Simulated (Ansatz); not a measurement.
# Sn4Se3S: the cost of one run

Program: Ansatz 0.2.0. Level of theory: DFT PBE, scalar-relativistic, plane waves, PAW. These are calculated values, not measurements.

1 further run of the same task is left out (set aside as unsound or not needed). Runs told in other sessions of the task aren't counted.

### Step 1. The system as given

Symmetry: Cm, No. 8, monoclinic system. The conventional cell has a = 8.646 Å, b = 8.496 Å, c = 6.088 Å, α = 90.00°, β = 90.93°, γ = 90.00°. Sn (site symmetry m) is surrounded by 6 Se at 2.92 to 3.17 Å. Around Sn (site symmetry 1) lie 2 S at 2.73 to 3.34 Å and 4 Se at 2.91 to 3.19 Å. Around Sn (site symmetry m) lie 1 S at 2.71 Å and 4 Se at 2.94 to 3.12 Å. Around Se (site symmetry 1) lie 6 Sn at 2.91 to 3.19 Å. Around Se (site symmetry m) lie 6 Sn at 2.92 to 3.17 Å. Around S (site symmetry m) lie 3 Sn at 2.71 to 2.73 Å.

Cell or atoms stand a little off a more symmetric structure (R3m at a tolerance of 0.3 Å), so results at this geometry aren't those of that ideal crystal.

Structure file:

```
Sn Se S
1.0
     4.32312   -4.24814   -0.00149
     4.32312    4.24814   -0.00149
    -0.09627    0.00000    6.08680
Sn Se S
4 3 1
Cartesian
  4.3448 0.0000 2.9695
  2.2868 2.2243 0.0682
  0.0135 0.0000 2.8912
  2.2868 -2.2243 0.0682
  6.3753 2.1297 2.9657
  4.2793 0.0000 0.0491
  6.3753 -2.1297 2.9657
  8.4444 0.0000 0.1879
```

It is the end of an earlier relaxation with the same method, from a generated guess; it needn't be the stable form of this composition. At a tolerance of 0.02 Å it has space group Cm (No. 8); it has 27.95 Å³/atom, an uncorrected energy of -0.43 eV/atom over the elements.

### Step 2. Static run: bands, density of states and charges

input.yaml reads:

```yaml
crystal:
  lattice:
    - [4.3231212684, -4.248143365, -0.0014883557]
    - [4.3231212684, 4.248143365, -0.0014883557]
    - [-0.0962721759, 0.0, 6.0867989955]
  atoms:
    - { symbol: Sn, position: [0.5079449564, 0.5079449564, 0.4881064205] }
    - { symbol: Sn, position: [0.0028087577, 0.5264029209, 0.0113386993] }
    - { symbol: Sn, position: [0.006852667, 0.006852667, 0.4749907538] }
    - { symbol: Sn, position: [0.5264029209, 0.0028087577, 0.0113386993] }
    - { symbol: Se, position: [0.4921183075, 0.993435302, 0.4876033304] }
    - { symbol: Se, position: [0.4950203181, 0.4950203181, 0.0083066725] }
    - { symbol: Se, position: [0.993435302, 0.4921183075, 0.4876033304] }
    - { symbol: S, position: [0.9770010706, 0.9770010706, 0.0313437651] }
basis:
  ecutwfc: 420
kpoints:
  mp_grid: { grid: [6, 6, 6] }
  band_path:
    path:
      - [[0.0, 0.0, 0.0], [-0.49146649, 0.49146649, 0.0]]
      - [[-0.50853351, -0.49146649, 0.0], [-0.5, -0.5, 0.0], [0.0, 0.0, 0.0], [-0.5, -0.5, 0.5], [-0.51407531, -0.48592469, 0.5]]
      - [[-0.48592469, 0.48592469, 0.5], [0.0, 0.0, 0.5], [0.0, 0.0, 0.0]]
      - [[-0.5, 0.0, 0.5], [0.0, 0.0, 0.0], [-0.5, 0.0, 0.0]]
    npoints: 14
hamiltonian:
  xc: pbe
scf:
  occupations: { method: gaussian, width: 0.02 }
  n_extra_bands: 20
output:
  forces: true
  stress: true
  eigenvalues: true
  populations: true
  dos: { projected: true, de: 0.02, nscf_kmesh: { grid: [9, 9, 9] } }
  bader: true
  write_density: true
  write_potential: true
  elf: true
  volumetric_format: npy
```

Started as:

```bash
ansatz run input.yaml --threads 4 --pin off --max-ram 8192MiB --backend cpu --events-out ev --progress --plain --runs-dir out
```

Q: Estimate wall time and peak memory on 4 threads of Intel Xeon 6975P-C (Granite Rapids), shared host.

About 76 s, with a peak of 2.3 GiB.
